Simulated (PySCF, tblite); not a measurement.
# CHBr3: changes of charge, part 2 of 3

tblite 0.8.0 and PySCF 2.14.0. Atoms count from 0.

### 17 Geometry optimisation with GFN2-xTB

This step treats CHBr₃− (doublet), labelled `Br[CH]Br.[Br-]` (the label fixes atoms and charge, not where charge and spin sit).

Job settings and geometry (Å):

```
{"job": {"kind": "relax", "xc": "GFN2-xTB", "basis": "xTB"}, "charge": -1, "multiplicity": 2}
Br     0.897700     1.612600    -0.460500
C     -0.006400     0.009300     0.088600
Br     0.975900    -1.577900    -0.459100
Br    -1.844000    -0.027500    -0.453500
H      0.011900    -0.005100     1.216200
```

Standard output:

```text
step      E/eV     max force
  0    -410.02278    2.955
  1    -410.36790    2.130
  2    -410.74069    0.962
  3    -410.80876    0.633
  4    -410.82715    0.437
  5    -410.84445    0.622
  6    -410.87833    0.772
  7    -410.91383    0.655
  8    -410.94005    0.357
  9    -410.95027    0.272
 10    -410.95621    0.389
 11    -410.99053    0.932
 12    -410.73015    3.390
 13    -411.03854    1.012
 14    -411.07358    0.927
 15    -411.09732    1.491
 16    -411.17859    0.511
 17    -411.19014    0.412
 18    -411.20596    0.270
 19    -411.21078    0.228
 20    -411.21542    0.163
 21    -411.21731    0.087
 22    -411.21789    0.050
 23    -411.21800    0.031
 24    -411.21812    0.031
 25    -411.21825    0.034
 26    -411.21842    0.052
 27    -411.21864    0.065
 28    -411.21893    0.066
 29    -411.21920    0.046
 30    -411.21934    0.026
 31    -411.21940    0.026
 32    -411.21944    0.025
 33    -411.21951    0.022
 34    -411.21959    0.025
 35    -411.21967    0.034
 36    -411.21973    0.038
 37    -411.21982    0.038
 38    -411.21996    0.036
 39    -411.22016    0.037
 40    -411.22030    0.022
 41    -411.22034    0.006
```

Run time: 0.16 s. Hardware: 1 thread of Intel Xeon Platinum 8559C, shared host.

The steps of the relaxation: (not every step is listed) (the energy doesn't fall at every step)

| step | energy from step 0 (eV) | largest force (eV/Å) |
| --- | --- | --- |
| 0 | 0.0000 | 2.9546 |
| 1 | -0.3451 | 2.1305 |
| 2 | -0.7179 | 0.9623 |
| 3 | -0.7860 | 0.6328 |
| 4 | -0.8044 | 0.4369 |
| 5 | -0.8217 | 0.6222 |
| 6 | -0.8555 | 0.7716 |
| 7 | -0.8911 | 0.6546 |
| 8 | -0.9173 | 0.3565 |
| 10 | -0.9334 | 0.3895 |
| 12 | -0.7074 | 3.3902 |
| 14 | -1.0508 | 0.9273 |
| 16 | -1.1558 | 0.5108 |
| 18 | -1.1832 | 0.2704 |
| 20 | -1.1926 | 0.1629 |
| 22 | -1.1951 | 0.0500 |
| 24 | -1.1953 | 0.0311 |
| 26 | -1.1956 | 0.0520 |
| 28 | -1.1961 | 0.0660 |
| 30 | -1.1966 | 0.0258 |
| 32 | -1.1967 | 0.0253 |
| 34 | -1.1968 | 0.0246 |
| 36 | -1.1970 | 0.0375 |
| 37 | -1.1970 | 0.0384 |
| 38 | -1.1972 | 0.0363 |
| 39 | -1.1974 | 0.0373 |
| 40 | -1.1975 | 0.0220 |
| 41 | -1.1976 | 0.0057 |

Distances of close pairs at the start and the end, largest changes first:

| bond | before (Å) | after (Å) | change (Å) |
| --- | --- | --- | --- |
| C1–Br2 | 1.945 | 2.664 | +0.719 |
| C1–H4 | 1.128 | 1.088 | -0.040 |
| C1–Br3 | 1.916 | 1.931 | +0.014 |
| Br0–C1 | 1.921 | 1.931 | +0.010 |

The end geometry stands in the next job.

### 18 Harmonic vibrations with GFN2-xTB

Job settings and geometry (Å):

```
{"job": {"kind": "ir", "xc": "GFN2-xTB", "basis": "xTB"}, "charge": -1, "multiplicity": 2}
Br     0.770687     1.806881    -0.405031
C     -0.073663     0.134804     0.062286
Br     1.287984    -2.094709    -0.458981
Br    -1.945946     0.145127    -0.408610
H     -0.003985     0.019276     1.142108
```

Standard output:

```text
mode    cm-1     km/mol
  1      36.0      0.20
  2      87.8      0.39
  3     164.8      1.89
  4     228.1     13.61
  5     514.9     30.82
  6     568.4      2.84
  7     918.6     97.07
  8    1181.0    157.41
  9    2954.9      7.74
ZPE 39.802  H(298)-E 58.169  G(298)-E -51.206 kJ/mol  S 366.84 J/(mol K)
```

It took 0.13 s on 1 thread of Intel Xeon Platinum 8559C, shared host.

Which atoms move in the most intense modes:

| cm⁻¹ | km/mol | atoms |
| --- | --- | --- |
| 88 | 0.4 | Br2 61 %, Br3 18 %, Br0 18 % |
| 165 | 1.9 | Br0 43 %, Br3 43 %, C1 12 % |
| 228 | 13.6 | C1 72 %, H4 13 % |
| 515 | 30.8 | C1 86 % |
| 568 | 2.8 | C1 86 % |
| 919 | 97.1 | H4 89 %, C1 10 % |
| 1181 | 157.4 | H4 95 % |
| 2955 | 7.7 | H4 93 % |

### 19 Optimising the geometry at PBE0-D3(BJ)/ma-def2-SVP

This step treats CHBr3− (doublet), labelled `Br[CH]Br.[Br-]` (the label fixes atoms and charge, not where charge and spin sit).

Job settings and geometry (Å):

```
{"job": {"xc": "PBE0", "basis": "ma-def2-SVP", "d3": "d3bj", "grid": 1, "kind": "geom"}, "charge": -1, "multiplicity": 2}
Br     0.881447     1.618707    -0.455174
C      0.004364     0.000687     0.111582
Br     0.958405    -1.570292    -0.462260
Br    -1.841467    -0.042133    -0.432907
H      0.015084    -0.001295     1.204901
```

Standard output:

```text
step   0  E = -7759.27881399  max force = 0.051766
step   1  E = -7759.30162523  max force = 0.018237
step   2  E = -7759.30712584  max force = 0.007482
step   3  E = -7759.30850365  max force = 0.006386
step   4  E = -7759.31094627  max force = 0.008283
step   5  E = -7759.29082133  max force = 0.067060
step   6  E = -7759.31001035  max force = 0.014024
step   7  E = -7759.31268390  max force = 0.004684
step   8  E = -7759.31274946  max force = 0.010655
step   9  E = -7759.31297309  max force = 0.002648
step  10  E = -7759.31301314  max force = 0.000547
step  11  E = -7759.31302039  max force = 0.000203
optimisation converged
```

It took 2.3 min on 1 thread of Intel Xeon Platinum 8559C, shared host; peak memory 0.66 GiB.

Relaxation path: (the energy doesn't fall at every step)

| step | energy from step 0 (eV) | largest force component (eV/Å) |
| --- | --- | --- |
| 0 | 0.0000 | 2.6619 |
| 1 | -0.6207 | 0.9378 |
| 2 | -0.7704 | 0.3847 |
| 3 | -0.8079 | 0.3284 |
| 4 | -0.8744 | 0.4259 |
| 5 | -0.3267 | 3.4484 |
| 6 | -0.8489 | 0.7211 |
| 7 | -0.9216 | 0.2409 |
| 8 | -0.9234 | 0.5479 |
| 9 | -0.9295 | 0.1362 |
| 10 | -0.9306 | 0.0281 |
| 11 | -0.9308 | 0.0104 |

Close pairs (by a distance rule), those that changed most:

| bond | before (Å) | after (Å) | change (Å) |
| --- | --- | --- | --- |
| C1–Br2 | 1.925 | 2.697 | +0.772 |
| Br0–C1 | 1.926 | 1.918 | -0.008 |
| C1–Br3 | 1.925 | 1.919 | -0.006 |
| C1–H4 | 1.093 | 1.093 | -0.001 |

The final coordinates are the input of the step that follows.

| at the end point | value |
| --- | --- |
| point group (found at 0.08 Å tolerance) | Cs |
| rotational constants (GHz, main isotopes) | 1.222, 0.737, 0.464 |
| ⟨S²⟩ | 0.755 |

### 20 Harmonic vibrations (CHBr3− (doublet), Br[CH]Br.[Br-]): PBE0-D3(BJ)/ma-def2-SVP

Job settings and geometry (Å):

```
{"job": {"xc": "PBE0", "basis": "ma-def2-SVP", "d3": "d3bj", "grid": 2, "kind": "hessian"}, "charge": -1, "multiplicity": 2}
Br     0.787579     1.816877    -0.366646
C     -0.101201     0.170828     0.057637
Br     1.276791    -2.087332    -0.469736
Br    -1.968564     0.153316    -0.382639
H      0.024643    -0.048545     1.120662
```

Standard output:

```text
coarse grid: 29648 points
cycle   1  E = -7759.2567056572  dE = -3.154e+00  |g| = 2.609e-01  |ddm| = 1.842e+00
cycle   2  E = -7759.1654971019  dE =  9.121e-02  |g| = 4.648e-01  |ddm| = 1.430e+00
cycle   3  E = -7759.3097982986  dE = -1.443e-01  |g| = 7.378e-02  |ddm| = 9.241e-01
cycle   4  E = -7759.3119858531  dE = -2.188e-03  |g| = 4.036e-02  |ddm| = 2.587e-01
cycle   5  E = -7759.3129210504  dE = -9.352e-04  |g| = 1.109e-02  |ddm| = 7.201e-02
cycle   6  E = -7759.3130071526  dE = -8.610e-05  |g| = 3.829e-03  |ddm| = 3.668e-02
cycle   7  E = -7759.3130175323  dE = -1.038e-05  |g| = 1.046e-03  |ddm| = 1.270e-02
cycle   8  E = -7759.3130199773  dE = -2.445e-06  |g| = 4.215e-04  |ddm| = 7.355e-03
final grid: 55808 points
cycle   9  E = -7759.3129714513  dE = -2.413e-07  |g| = 3.731e-04  |ddm| = 2.388e-03
cycle  10  E = -7759.3129714654  dE = -1.410e-08  |g| = 4.966e-04  |ddm| = 1.673e-03
cycle  11  E = -7759.3129715958  dE = -1.304e-07  |g| = 1.075e-04  |ddm| = 8.696e-04
cycle  12  E = -7759.3129716061  dE = -1.022e-08  |g| = 7.372e-05  |ddm| = 2.711e-04
cycle  13  E = -7759.3129716152  dE = -9.128e-09  |g| = 3.367e-05  |ddm| = 5.313e-04
cycle  14  E = -7759.3129716161  dE = -9.459e-10  |g| = 3.668e-06  |ddm| = 1.364e-04
cycle  15  E = -7759.3129716161  dE =  5.457e-12  |g| = 7.335e-07  |ddm| = 1.044e-05
converged SCF energy = -7759.3129716161

mode    cm-1
  1      36.6
  2      69.4
  3     171.0
  4     207.1
  5     448.2
  6     658.5
  7     795.7
  8    1157.7
  9    3227.7
ZPE 40.505  H(298)-E 59.113  G(298)-E -50.735 kJ/mol  S 368.43 J/(mol K)
```

It took 4.1 min on 1 thread of Intel Xeon Platinum 8559C, shared host; peak memory 2.3 GiB.

Zero-point energy 40.51 kJ/mol (xTB gave 39.80).

### 21 Single point (CHBr3): wB97X-D3(BJ)/ma-def2-TZVP

Geometry: PBE0-D3(BJ)/ma-def2-SVP, that of another charge or spin state.

Job settings and geometry (Å):

```
{"job": {"kind": "sp", "xc": "wB97X", "basis": "ma-def2-TZVP", "d3": "d3bj", "grid": 2}, "charge": 0, "multiplicity": 1}
Br     0.787579     1.816877    -0.366646
C     -0.101201     0.170828     0.057637
Br     1.276791    -2.087332    -0.469736
Br    -1.968564     0.153316    -0.382639
H      0.024643    -0.048545     1.120662
```

Standard output:

```text
coarse grid: 29648 points
cycle   1  E = -7760.6277755114  dE = -2.901e+00  |g| = 8.640e-01  |ddm| = 1.968e+00
cycle   2  E = -7760.2171719224  dE =  4.106e-01  |g| = 1.602e+00  |ddm| = 1.693e+00
cycle   3  E = -7760.8598530171  dE = -6.427e-01  |g| = 1.553e-01  |ddm| = 1.049e+00
cycle   4  E = -7760.8617487634  dE = -1.896e-03  |g| = 7.353e-02  |ddm| = 1.110e-01
cycle   5  E = -7760.8629987320  dE = -1.250e-03  |g| = 1.456e-02  |ddm| = 6.156e-02
cycle   6  E = -7760.8631535974  dE = -1.549e-04  |g| = 5.130e-03  |ddm| = 3.399e-02
cycle   7  E = -7760.8631775069  dE = -2.391e-05  |g| = 1.785e-03  |ddm| = 1.395e-02
cycle   8  E = -7760.8631823972  dE = -4.890e-06  |g| = 7.569e-04  |ddm| = 6.854e-03
final grid: 55808 points
cycle   9  E = -7760.8631539243  dE = -5.705e-07  |g| = 5.441e-04  |ddm| = 1.756e-03
cycle  10  E = -7760.8631541297  dE = -2.054e-07  |g| = 4.701e-04  |ddm| = 1.115e-03
cycle  11  E = -7760.8631541982  dE = -6.847e-08  |g| = 1.582e-04  |ddm| = 4.183e-04
cycle  12  E = -7760.8631542716  dE = -7.337e-08  |g| = 1.320e-04  |ddm| = 9.193e-04
cycle  13  E = -7760.8631542844  dE = -1.287e-08  |g| = 3.434e-05  |ddm| = 3.194e-04
cycle  14  E = -7760.8631542865  dE = -2.017e-09  |g| = 1.896e-05  |ddm| = 1.106e-04
converged SCF energy = -7760.8631542865
```

Wall time 11 s (1 thread of Intel Xeon Platinum 8559C, shared host); peak memory 0.74 GiB.

### 22 Single point (CHBr3− (doublet), Br[CH]Br.[Br-]): wB97X-D3(BJ)/ma-def2-TZVP

Geometry: PBE0-D3(BJ)/ma-def2-SVP.

Job settings and geometry (Å):

```
{"job": {"kind": "sp", "xc": "wB97X", "basis": "ma-def2-TZVP", "d3": "d3bj", "grid": 2}, "charge": -1, "multiplicity": 2}
Br     0.787579     1.816877    -0.366646
C     -0.101201     0.170828     0.057637
Br     1.276791    -2.087332    -0.469736
Br    -1.968564     0.153316    -0.382639
H      0.024643    -0.048545     1.120662
```

Standard output:

```text
final grid: 55808 points
cycle   1  E = -7760.9376938094  dE = -8.853e-03  |g| = 2.732e-01  |ddm| = 5.302e-01
cycle   2  E = -7760.9210251729  dE =  1.667e-02  |g| = 3.368e-01  |ddm| = 5.382e-01
cycle   3  E = -7760.9773835442  dE = -5.636e-02  |g| = 2.771e-02  |ddm| = 2.295e-01
cycle   4  E = -7760.9777431531  dE = -3.596e-04  |g| = 9.823e-03  |ddm| = 3.575e-02
cycle   5  E = -7760.9779309920  dE = -1.878e-04  |g| = 4.571e-03  |ddm| = 3.630e-02
cycle   6  E = -7760.9779982397  dE = -6.725e-05  |g| = 2.280e-03  |ddm| = 2.145e-02
cycle   7  E = -7760.9780183682  dE = -2.013e-05  |g| = 1.049e-03  |ddm| = 1.117e-02
cycle   8  E = -7760.9780227962  dE = -4.428e-06  |g| = 3.796e-04  |ddm| = 5.992e-03
cycle   9  E = -7760.9780232277  dE = -4.315e-07  |g| = 1.203e-04  |ddm| = 1.984e-03
cycle  10  E = -7760.9780232649  dE = -3.719e-08  |g| = 4.378e-05  |ddm| = 6.364e-04
cycle  11  E = -7760.9780232685  dE = -3.660e-09  |g| = 1.989e-05  |ddm| = 1.875e-04
converged SCF energy = -7760.9780232685
```

Wall time 16 s (1 thread of Intel Xeon Platinum 8559C, shared host); peak memory 0.77 GiB.

### 23 Single point (CHBr₃− (doublet), Br[CH]Br.[Br-]): wB97X-D3(BJ)/ma-def2-TZVP in N,N-dimethylformamide

Geometry: PBE0-D3(BJ)/ma-def2-SVP.

Job settings and geometry (Å):

```
{"job": {"kind": "sp", "xc": "wB97X", "basis": "ma-def2-TZVP", "d3": "d3bj", "grid": 2, "solvent": "N,N-dimethylformamide"}, "charge": -1, "multiplicity": 2}
Br     0.787579     1.816877    -0.366646
C     -0.101201     0.170828     0.057637
Br     1.276791    -2.087332    -0.469736
Br    -1.968564     0.153316    -0.382639
H      0.024643    -0.048545     1.120662
```

Standard output:

```text
final grid: 55808 points
cycle   1  E = -7761.0623147450  dE = -3.175e-03  |g| = 2.437e-02  |ddm| = 1.684e-01
cycle   2  E = -7761.0629996581  dE = -6.849e-04  |g| = 1.804e-02  |ddm| = 6.977e-02
cycle   3  E = -7761.0632601001  dE = -2.604e-04  |g| = 7.235e-03  |ddm| = 2.168e-02
cycle   4  E = -7761.0634574942  dE = -1.974e-04  |g| = 4.372e-03  |ddm| = 2.850e-02
cycle   5  E = -7761.0635320658  dE = -7.457e-05  |g| = 2.137e-03  |ddm| = 1.981e-02
cycle   6  E = -7761.0635474117  dE = -1.535e-05  |g| = 7.094e-04  |ddm| = 9.884e-03
cycle   7  E = -7761.0635491258  dE = -1.714e-06  |g| = 1.507e-04  |ddm| = 4.624e-03
cycle   8  E = -7761.0635491794  dE = -5.359e-08  |g| = 6.983e-05  |ddm| = 6.237e-04
cycle   9  E = -7761.0635491912  dE = -1.179e-08  |g| = 3.279e-05  |ddm| = 2.842e-04
cycle  10  E = -7761.0635491941  dE = -2.854e-09  |g| = 1.350e-05  |ddm| = 1.217e-04
converged SCF energy = -7761.0635491941
```

It took 15 s on 1 thread of Intel Xeon Platinum 8559C, shared host; peak memory 0.77 GiB.

### 24 Changes of charge: wB97X-D3(BJ)/ma-def2-TZVP

This step combines the energies above: geometries from PBE0-D3(BJ)/ma-def2-SVP, zero-point and thermal terms from PBE0-D3(BJ)/ma-def2-SVP.

Job settings and geometry (Å):

```
{"job": {"kind": "rx", "dirs": [1, -1], "geom": {"xc": "PBE0", "basis": "ma-def2-SVP", "d3": "d3bj", "grid": 1}, "hess": 1, "level": {"xc": "wB97X", "basis": "ma-def2-TZVP", "d3": "d3bj", "solvents": ["N,N-dimethylformamide"]}}, "charge": 0, "multiplicity": 1}
Br     0.881447     1.618707    -0.455174
C      0.004364     0.000687     0.111582
Br     0.958405    -1.570292    -0.462260
Br    -1.841467    -0.042133    -0.432907
H      0.015084    -0.001295     1.204901
```

Output (the driver's rows laid out field by field):

```text
ionisation and electron attachment, wB97X-D3(BJ)/ma-def2-TZVP // PBE0-D3(BJ)/ma-def2-SVP

row 1
  change                  oxidation
  charge                  1
  multiplicity            2
  vertical_ev             10.6665
  vertical_s2             0.757
  formula                 CHBr3
  smiles                  BrC(Br)[Br+]
  kept                    yes
  pieces                  1
  point_group             C3v
  adiabatic_electronic_ev 10.5639
  adiabatic_ev            10.5467
  free_energy_ev          10.5171
  s2                      0.757
  bonds_moved             0 1 1.926 1.908; 1 2 1.925 1.908; 1 3 1.925 1.908
  spin_on                 3 Br 0.34; 0 Br 0.34; 2 Br 0.339
  charge_moved            0 Br 0.327; 2 Br 0.327; 3 Br 0.327
  vertical_back_ev        10.545
  relaxation_parent_ev    0.0189
  relaxation_ion_ev       0.1026
  reorganisation_ev       0.1215
  solution                solvent N,N-dimethylformamide, absolute_potential_v 8.2622, solvation_parent_kj -11.77, solvation_ion_kj -229.34

row 2
  change                  reduction
  charge                  -1
  multiplicity            2
  vertical_ev             0.0603
  vertical_s2             0.755
  formula                 CHBr3
  smiles                  Br[CH]Br.[Br-]
  kept                    no
  pieces                  2
  point_group             Cs
  adiabatic_electronic_ev 1.0517
  adiabatic_ev            1.1266
  free_energy_ev          1.2174
  s2                      0.757
  bonds_moved             1 2 1.925 2.697; 0 1 1.926 1.918; 1 3 1.925 1.919
  spin_on                 1 C 0.678; 2 Br 0.236
  charge_moved            2 Br -0.756; 3 Br -0.084; 0 Br -0.083
  vertical_back_ev        3.1257
  relaxation_parent_ev    2.074
  relaxation_ion_ev       0.9915
  reorganisation_ev       3.0655
  solution                solvent N,N-dimethylformamide, absolute_potential_v 3.4227, solvation_parent_kj -11.77, solvation_ion_kj -224.55
```

It took 17 min on 1 thread of Intel Xeon Platinum 8559C, shared host; peak memory 0.77 GiB.

Energy taken up on oxidation, or given off on reduction (eV; adiabatic with zero-point energy):

| change | product | vertical | adiabatic | free energy | reorganisation | ⟨S²⟩ |
| --- | --- | --- | --- | --- | --- | --- |
| oxidation (multiplicity 2) | BrC(Br)[Br+] | 10.67 | 10.55 | 10.52 | 0.12 | 0.76 |
| reduction (multiplicity 2) | CHBr3 (held by a long bond, 2.70 Å) | 0.06 | 1.13 | 1.22 | 3.07 | 0.76 |

On oxidation to multiplicity 2 charge changes most on Br0 (+0.33 e), Br2 (+0.33 e), Br3 (+0.33 e); the spin sits on Br3 (0.34), Br0 (0.34), Br2 (0.34); the bond Br0–C1 goes from 1.926 to 1.908 Å; the absolute potential is 8.26 V in N,N-dimethylformamide.

On reduction to multiplicity 2 charge changes most on Br2 (-0.76 e), Br3 (-0.08 e), Br0 (-0.08 e); the spin sits on C1 (0.68), Br2 (0.24); the bond C1–Br2 goes from 1.925 to 2.697 Å; the absolute potential is 3.42 V in N,N-dimethylformamide.

### 25 Single point (CHBr3): M06/ma-def2-SVP

Geometry: PBE0-D3(BJ)/ma-def2-SVP.

Job settings and geometry (Å):

```
{"job": {"kind": "sp", "xc": "M06", "basis": "ma-def2-SVP", "grid": 3}, "charge": 0, "multiplicity": 1}
Br     0.881447     1.618707    -0.455174
C      0.004364     0.000687     0.111582
Br     0.958405    -1.570292    -0.462260
Br    -1.841467    -0.042133    -0.432907
H      0.015084    -0.001295     1.204901
```

Standard output:

```text
coarse grid: 29648 points
cycle   1  E = -7759.8320739335  dE = -2.797e+00  |g| = 4.193e-01  |ddm| = 2.596e+00
cycle   2  E = -7759.7060705874  dE =  1.260e-01  |g| = 8.295e-01  |ddm| = 1.189e+00
cycle   3  E = -7759.8787061085  dE = -1.726e-01  |g| = 5.702e-02  |ddm| = 7.845e-01
cycle   4  E = -7759.8788992357  dE = -1.931e-04  |g| = 1.835e-02  |ddm| = 5.700e-02
cycle   5  E = -7759.8789621440  dE = -6.291e-05  |g| = 2.338e-03  |ddm| = 2.612e-02
cycle   6  E = -7759.8789635467  dE = -1.403e-06  |g| = 6.340e-04  |ddm| = 5.578e-03
final grid: 85200 points
cycle   7  E = -7759.8838412845  dE = -1.502e-06  |g| = 9.380e-04  |ddm| = 1.575e-02
cycle   8  E = -7759.8838407362  dE =  5.482e-07  |g| = 1.730e-03  |ddm| = 3.282e-03
cycle   9  E = -7759.8838415362  dE = -8.000e-07  |g| = 1.317e-04  |ddm| = 1.725e-03
cycle  10  E = -7759.8838415407  dE = -4.515e-09  |g| = 3.088e-05  |ddm| = 3.432e-04
converged SCF energy = -7759.8838415407
```

It took 5.8 s on 1 thread of Intel Xeon Platinum 8559C, shared host; peak memory 0.63 GiB.

### 26 Single point (CHBr₃+ (doublet)): M06/ma-def2-SVP

Geometry: PBE0-D3(BJ)/ma-def2-SVP, that of another charge or spin state.

Job settings and geometry (Å):

```
{"job": {"kind": "sp", "xc": "M06", "basis": "ma-def2-SVP", "grid": 3}, "charge": 1, "multiplicity": 2}
Br     0.881447     1.618707    -0.455174
C      0.004364     0.000687     0.111582
Br     0.958405    -1.570292    -0.462260
Br    -1.841467    -0.042133    -0.432907
H      0.015084    -0.001295     1.204901
```

Standard output:

```text
final grid: 85200 points
cycle   1  E = -7759.5095271006  dE = -4.711e-10  |g| = 1.225e-05  |ddm| = 6.570e-05
converged SCF energy = -7759.5095271006
```

Run time: 49 s. Hardware: 1 thread of Intel Xeon Platinum 8559C, shared host; peak memory 0.64 GiB.

### 27 Single point (CHBr₃): M06/ma-def2-SVP

Geometry: PBE0-D3(BJ)/ma-def2-SVP, that of another charge or spin state.

Job settings and geometry (Å):

```
{"job": {"kind": "sp", "xc": "M06", "basis": "ma-def2-SVP", "grid": 3}, "charge": 0, "multiplicity": 1}
Br     0.081763     1.800557    -0.484658
C      0.006812     0.002191     0.147526
Br     1.526754    -0.960547    -0.487060
Br    -1.586993    -0.831056    -0.488870
H      0.006061     0.000596     1.244750
```

Standard output:

```text
coarse grid: 29648 points
cycle   1  E = -7759.8315153470  dE = -2.739e+00  |g| = 4.146e-01  |ddm| = 2.679e+00
cycle   2  E = -7759.7142343906  dE =  1.173e-01  |g| = 8.065e-01  |ddm| = 1.172e+00
cycle   3  E = -7759.8767845588  dE = -1.626e-01  |g| = 5.559e-02  |ddm| = 7.739e-01
cycle   4  E = -7759.8769825842  dE = -1.980e-04  |g| = 1.738e-02  |ddm| = 6.204e-02
cycle   5  E = -7759.8770381184  dE = -5.553e-05  |g| = 2.298e-03  |ddm| = 2.596e-02
cycle   6  E = -7759.8770394708  dE = -1.352e-06  |g| = 6.002e-04  |ddm| = 6.158e-03
final grid: 85200 points
cycle   7  E = -7759.8819661755  dE = -1.604e-06  |g| = 8.560e-04  |ddm| = 2.063e-02
cycle   8  E = -7759.8819657590  dE =  4.165e-07  |g| = 1.532e-03  |ddm| = 3.290e-03
cycle   9  E = -7759.8819663777  dE = -6.187e-07  |g| = 1.148e-04  |ddm| = 1.563e-03
cycle  10  E = -7759.8819663812  dE = -3.474e-09  |g| = 3.778e-05  |ddm| = 3.489e-04
converged SCF energy = -7759.8819663812
```

It took 5.9 s on 1 thread of Intel Xeon Platinum 8559C, shared host; peak memory 0.63 GiB.

### 28 Single point (CHBr₃+ (doublet), BrC(Br)[Br+]): M06/ma-def2-SVP

Geometry: PBE0-D3(BJ)/ma-def2-SVP.

Job settings and geometry (Å):

```
{"job": {"kind": "sp", "xc": "M06", "basis": "ma-def2-SVP", "grid": 3}, "charge": 1, "multiplicity": 2}
Br     0.081763     1.800557    -0.484658
C      0.006812     0.002191     0.147526
Br     1.526754    -0.960547    -0.487060
Br    -1.586993    -0.831056    -0.488870
H      0.006061     0.000596     1.244750
```

Standard output:

```text
final grid: 85200 points
cycle   1  E = -7759.5037239898  dE = -1.132e-02  |g| = 1.309e-01  |ddm| = 5.361e-01
cycle   2  E = -7759.5033097465  dE =  4.142e-04  |g| = 1.384e-01  |ddm| = 4.404e-01
cycle   3  E = -7759.5103106888  dE = -7.001e-03  |g| = 3.924e-02  |ddm| = 1.988e-01
cycle   4  E = -7759.5110723837  dE = -7.617e-04  |g| = 4.016e-03  |ddm| = 4.244e-02
cycle   5  E = -7759.5110809580  dE = -8.574e-06  |g| = 4.711e-04  |ddm| = 7.380e-03
cycle   6  E = -7759.5110812037  dE = -2.458e-07  |g| = 2.535e-04  |ddm| = 1.763e-03
cycle   7  E = -7759.5110812558  dE = -5.204e-08  |g| = 6.656e-05  |ddm| = 7.988e-04
cycle   8  E = -7759.5110812607  dE = -4.889e-09  |g| = 6.800e-05  |ddm| = 2.784e-04
converged SCF energy = -7759.5110812607
```

Run time: 11 s. Hardware: 1 thread of Intel Xeon Platinum 8559C, shared host; peak memory 0.64 GiB.

[end of part 2 of 3]
